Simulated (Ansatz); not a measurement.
# Rb11B4S12: the cost of one run

Program: Ansatz 0.2.0. Level of theory: DFT PBEsol, plane waves, PAW, scalar-relativistic, no spin polarisation. These are calculated values, not measurements.

## Step 1: The structure to begin with

The cell holds 27 atoms (B4Rb11S12): a = 10.419 Å, b = 6.411 Å, c = 13.124 Å, α = 90.00°, β = 104.62°, γ = 90.00°.

Its coordinates follow in the input file.

## Step 2: Run 1

400 steps of 1.5 fs at constant energy, with velocities drawn for 1000 K.

Contents of input.yaml:

```yaml
accuracy: low
crystal:
  lattice:
    - [10.419095, 0.0, 0.0]
    - [0.0, 6.411259, 0.0]
    - [-3.31286, 0.0, 12.698607]
  atoms:
    - { symbol: Rb, position: [0.7491849, 0.1427016, 0.0080257] }
    - { symbol: Rb, position: [0.2508151, 0.6427016, 0.4919743] }
    - { symbol: Rb, position: [0.2508151, 0.8572984, 0.9919743] }
    - { symbol: Rb, position: [0.972092, 0.7854538, 0.6408825] }
    - { symbol: Rb, position: [0.027908, 0.2854538, 0.8591175] }
    - { symbol: Rb, position: [0.027908, 0.2145461, 0.3591175] }
    - { symbol: Rb, position: [0.972092, 0.7145461, 0.1408825] }
    - { symbol: Rb, position: [0.5952225, 0.9366306, 0.6960147] }
    - { symbol: Rb, position: [0.4047775, 0.4366306, 0.8039853] }
    - { symbol: Rb, position: [0.4047775, 0.0633694, 0.3039853] }
    - { symbol: Rb, position: [0.5952225, 0.5633694, 0.1960147] }
    - { symbol: B, position: [0.7658304, 0.6167553, 0.8721631] }
    - { symbol: B, position: [0.2341696, 0.1167553, 0.6278369] }
    - { symbol: B, position: [0.2341696, 0.3832447, 0.1278369] }
    - { symbol: B, position: [0.7658304, 0.8832447, 0.3721631] }
    - { symbol: S, position: [0.7139732, 0.4235652, 0.7662814] }
    - { symbol: S, position: [0.2860268, 0.9235652, 0.7337186] }
    - { symbol: S, position: [0.2860268, 0.5764349, 0.2337186] }
    - { symbol: S, position: [0.7139732, 0.0764348, 0.2662814] }
    - { symbol: S, position: [0.909684, 0.7859886, 0.8779277] }
    - { symbol: S, position: [0.0903161, 0.2859886, 0.6220723] }
    - { symbol: S, position: [0.090316, 0.2140114, 0.1220723] }
    - { symbol: S, position: [0.909684, 0.7140114, 0.3779277] }
    - { symbol: S, position: [0.669313, 0.853603, 0.4700757] }
    - { symbol: S, position: [0.330687, 0.353603, 0.0299243] }
    - { symbol: S, position: [0.330687, 0.146397, 0.5299243] }
    - { symbol: S, position: [0.669313, 0.646397, 0.9700757] }
total_charge: -1
basis:
  ecutwfc: 420.0
kpoints:
  mp_grid: { grid: [1, 2, 1] }
hamiltonian:
  xc: pbesol
scf:
  occupations: { method: fermi_dirac, width: 0.05 }
  lower_state_search: "off"
md:
  timestep: 1.5
  n_steps: 400
  ensemble: nve
  temperature: 1000.0
  initial_velocities: maxwell_boltzmann
  seed: 226947
```

The run is started by

```sh
> ansatz run input.yaml --threads 2 --pin off --max-ram 5120MiB --backend cpu --events-out ev --progress --plain --runs-dir out
```

**Question.** How long does this run take on 2 threads of Intel Xeon Platinum 8488C (Sapphire Rapids), shared host, and how much memory does it need?

About 16 min, with a peak of 1.5 GiB.
